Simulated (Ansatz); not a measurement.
The first iterations of a band of a periodic cell of 39 atoms, Al₁₆O₂₂F (host Al2O3, host structure R-3c, dopant F, one O atom removed), cell charge -1.

Level of theory: Ansatz 0.2.0, DFT PBE, scalar-relativistic, plane waves, PAW. Settings: PAW set soft_1, cutoff 420 eV, k mesh 2x2x2, fermi-dirac smearing 0.02 eV, no spin polarisation.

| Quantity | Value |
| --- | --- |
| movable images | 1 |
| climbing image | yes |
| spring | 5.0 eV/Å² |
| optimiser | quadratic models (default) |
| start path | default |
| force threshold | 0.05 eV/Å |
| iteration limit | 50 |
| end points | relaxed |

First end point:

```xyz
39
Lattice="-4.7540 -2.7447 4.3300 4.7540 -2.7447 4.3300 0.0000 5.4894 4.3300" Properties=species:S:1:pos:R:3
Al -0.009 -0.036 4.557
Al -0.128 -0.010 1.894
Al 0.001 -0.082 8.296
Al 0.114 0.106 10.962
O -0.945 1.366 7.566
O -0.838 -1.569 7.594
O 0.897 -1.345 5.450
O 0.714 1.443 5.434
O -1.661 -0.137 5.418
Al -0.016 -2.776 8.904
Al 0.024 -2.711 6.275
Al 0.027 2.682 4.133
Al -0.018 2.751 6.751
F 4.362 1.550 7.716
O -0.785 1.267 3.252
O -3.087 0.061 7.616
O -3.859 -1.411 5.421
O 0.712 -1.337 9.831
O 3.096 -0.148 5.365
Al -2.367 1.371 8.917
Al -2.373 1.337 6.268
Al 2.380 -1.427 4.187
Al 2.162 -0.935 7.152
O 1.403 -0.032 3.266
O 1.580 2.680 7.578
O -0.717 -4.031 7.549
O -1.419 -0.010 9.742
O -1.648 -2.644 5.408
O 0.754 3.971 5.457
Al 2.297 1.299 8.743
Al 2.395 1.378 6.195
Al -2.388 -1.356 4.085
Al -2.437 -1.447 6.739
O 1.444 -2.729 7.608
O -3.032 2.665 7.544
O -0.767 -1.263 3.238
O -1.467 2.705 5.365
O 3.119 -2.772 5.257
O 0.736 1.297 9.720
```

Last end point:

```xyz
39
Lattice="-4.7540 -2.7447 4.3300 4.7540 -2.7447 4.3300 0.0000 5.4894 4.3300" Properties=species:S:1:pos:R:3
Al 0.069 0.105 4.608
Al 0.030 -0.009 1.944
Al -0.153 -0.045 8.529
Al 0.065 -0.042 11.195
O -0.909 1.351 7.612
O -0.798 -1.532 7.618
O 0.933 -1.412 5.374
O 0.837 1.403 5.574
O -1.607 -0.108 5.410
Al 0.023 -2.765 8.893
Al -0.008 -2.754 6.244
Al -0.276 3.147 3.680
Al 0.042 2.715 6.644
F 1.221 -0.259 7.440
O -0.709 1.313 3.249
O -3.118 0.131 7.553
O -3.810 -1.374 5.413
O 0.796 -1.284 9.660
O 3.140 -0.123 5.466
Al -2.423 1.369 8.886
Al -2.347 1.372 6.257
Al 2.376 -1.353 4.081
Al 2.414 -1.427 6.699
O 1.473 0.033 3.265
O 1.640 2.716 7.583
O -0.715 -3.988 7.595
O -1.496 0.010 9.771
O -1.645 -2.639 5.423
O 0.713 4.040 5.383
Al 2.356 1.361 8.962
Al 2.477 1.404 6.417
Al -2.287 -1.358 4.093
Al -2.391 -1.355 6.746
O 1.486 -2.785 7.545
O -2.982 2.686 7.566
O -0.680 -1.231 3.235
O -1.424 2.735 5.463
O 3.142 -2.642 5.397
O 0.713 1.224 9.749
```

| iteration | highest image above the first end (eV) | largest band force component (eV/Å) |
| --- | --- | --- |
| 1 | 4.795 | 9.500 |
| 2 | 2.764 | 5.707 |
| 3 | 1.623 | 1.884 |
| 4 | 1.413 | 0.694 |
| 5 | 1.364 | 0.278 |
| 6 | 1.354 | 0.089 |
| 7 | 1.352 | 0.077 |
| 8 | 1.351 | 0.085 |
| 9 | 1.357 | 0.196 |
| 10 | 1.381 | 0.358 |
| 11 | 1.440 | 0.705 |
| 12 | 1.613 | 0.690 |
| 13 | 1.773 | 1.215 |
| 14 | 2.051 | 1.198 |
| 15 | 2.224 | 1.413 |
| 16 | 2.393 | 1.181 |

**Question.** Does the band converge within its limit, and where does its top end?

**Answer.** The run converged. It ended after 50 iterations with the highest image 2.245 eV above the first end. Neighbouring images differ by up to 2.2 eV, so the band resolves the path poorly. The order of the point at the top wasn't checked. So few images can step over the top or miss a turn of the path. Limits of this set-up: no spin, though dangling bonds at a vacancy may carry it, a small cell, in which the defect meets its images, a typed lattice constant that wasn't relaxed here, charged cell in a uniform background, uncorrected.

The run took 7.3 min on 2 threads of Intel(R) Xeon(R) Platinum 8488C (Sapphire Rapids), on a shared host, peak memory 1.2 GiB.
